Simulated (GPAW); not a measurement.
The system is BeCr3.

```
CELL_PARAMETERS angstrom
3.51121 0.00000 0.00000
0.00000 3.51121 0.00000
0.00000 0.00000 3.51121
ATOMIC_POSITIONS crystal
Cr 0.50000 0.50000 0.00000
Cr 0.50000 0.00000 0.50000
Cr 0.00000 0.50000 0.50000
Be 0.00000 0.00000 0.00000
```

The cell comes from a database or a generator and needn't be the stable form of this composition.

```yaml
Program: GPAW 26.7.0
Task: relaxation of cell and atoms
Functional: PBEsol
Potentials_or_basis: PAW data sets generated in the run's folder for this functional
Cutoff: 800 eV
Basis: pw
k_mesh: 6 × 6 × 6
Occupations: fermi-dirac, width 0.05 eV
Spin: collinear spin, ferromagnetic start
Starting_moments: "[3.0, 3.0, 3.0, 0.0] μB"
Hubbard_terms: Cr d U = 3 eV
```

At the start: pressure 50.1 GPa; volume 10.82 Å³/atom.

Question: Where does the relaxation end?

Answer: Over 5 steps the energy falls by 630.7 meV/atom and the volume is 16.93 Å³/atom (+56.5 %); space group Pm-3m (No. 221, to 0.05 Å); moment 13.53 μB per cell.

Step by step:
| step | energy change (eV) | largest force (eV/Å) | pressure (GPa) | volume (Å³) |
| --- | --- | --- | --- | --- |
| 1 | 0.0000 | 0.0000 | 50.11 | 43.29 |
| 2 | -0.4549 | 0.0000 | 41.26 | 44.89 |
| 3 | -1.7635 | 0.0000 | 18.02 | 52.15 |
| 4 | -2.3581 | 0.0000 | 6.61 | 60.59 |
| 5 | -2.5228 | 0.0000 | -0.09 | 67.74 |

Final structure:
```
CELL_PARAMETERS angstrom
4.07640 0.00000 0.00000
0.00000 4.07640 0.00000
0.00000 0.00000 4.07640
ATOMIC_POSITIONS crystal
Cr 0.50000 0.50000 0.00000
Cr 0.50000 0.00000 0.50000
Cr 0.00000 0.50000 0.50000
Be 0.00000 0.00000 0.00000
```

Caveat: each step starts from the last one's moments, so a moment once lost doesn't come back; later steps reuse the first step's grids; the electronic state changed during the relaxation; the volume moved by over 15 % at a fixed basis, so the end points are rough; the U is typed as a test and isn't derived for this compound.
